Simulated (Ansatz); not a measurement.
Write a Python script for the Ansatz DFT code, driven from Python that makes a polarisability from point charges of CH6GeOSi, SMILES O=[CH][GeH2][SiH3]. Use (for the species named): B3LYP, def2-SVPD basis, multiplicity 1.

Input file `ch6geosi.xyz`:
```text
10

O    -0.56300   -0.57800   -2.35190
C    -0.80710    0.44540   -1.66660
Ge    0.31670    0.80630   -0.18680
Si    0.32070   -0.95370    1.30980
H    -1.62330    1.11240   -1.90560
H    -0.11160    2.11880    0.53600
H     1.83310    0.97720   -0.67000
H     0.71690   -2.17860    0.62880
H     1.13490   -0.67830    2.49910
H    -1.13410   -1.12260    1.81010
```

Script `ch6geosi.py`:
```python
"""Response of CH6GeOSi to a pair of distant point charges."""

import ansatz
import numpy as np

mol = ansatz.Crystal.molecule_from_extxyz("ch6geosi.xyz")

calculation = mol.calculation().basis(gaussian="def2-SVPD").functional("b3lyp").forces()
# charges +q and -q at -R and +R make a nearly even field 2 k q / R^2 at the centre
centre = np.mean([site.position_ang for site in mol.cartesian_sites], axis=0)
field = 2 * 14.399645 * 4.0 / 30.0 ** 2


def dipole(axis, sign):
    arm = 30.0 * np.eye(3)[axis]
    pair = [{"charge": sign * 4.0, "position_ang": (centre - arm).tolist()}, {"charge": -sign * 4.0, "position_ang": (centre + arm).tolist()}]
    deck = calculation.input().set(ansatz.key.basis.gaussian.point_charges, pair)
    return np.array(ansatz.Session.from_dict(deck).plan().execute().report["charge_distribution"]["dipole_moment_e_ang"])


print(f"field {field:.4f} V/A")
alpha = np.array([(dipole(axis, 1) - dipole(axis, -1)) / (2 * field) * 14.399645 for axis in range(3)])
print("polarisability tensor (A^3)")
print(np.array2string(alpha, precision=3, suppress_small=True))
print(f"mean {np.trace(alpha) / 3:.3f} A^3 = {np.trace(alpha) / 3 / 0.14818471:.2f} bohr^3")
```

Output of `python ch6geosi.py`:
```text
field 0.1280 V/A
polarisability tensor (A^3)
[[10.559 -0.084  0.834]
 [-0.094 11.806 -0.676]
 [ 0.858 -0.675 12.853]]
mean 11.739 A^3 = 79.22 bohr^3
```

Notes:
- The geometry is a force-field or estimated start, not a minimum of this method, and the basis set is short of its limit. The field of two point charges is only nearly even.
- b3lyp holds the VWN-RPA fit, as in Gaussian; the form of ORCA and Turbomole is b3lyp5.
- Hardware and time: 66 s on 1 thread of Arm Neoverse V1 (shared host), peak memory 0.47 GiB.
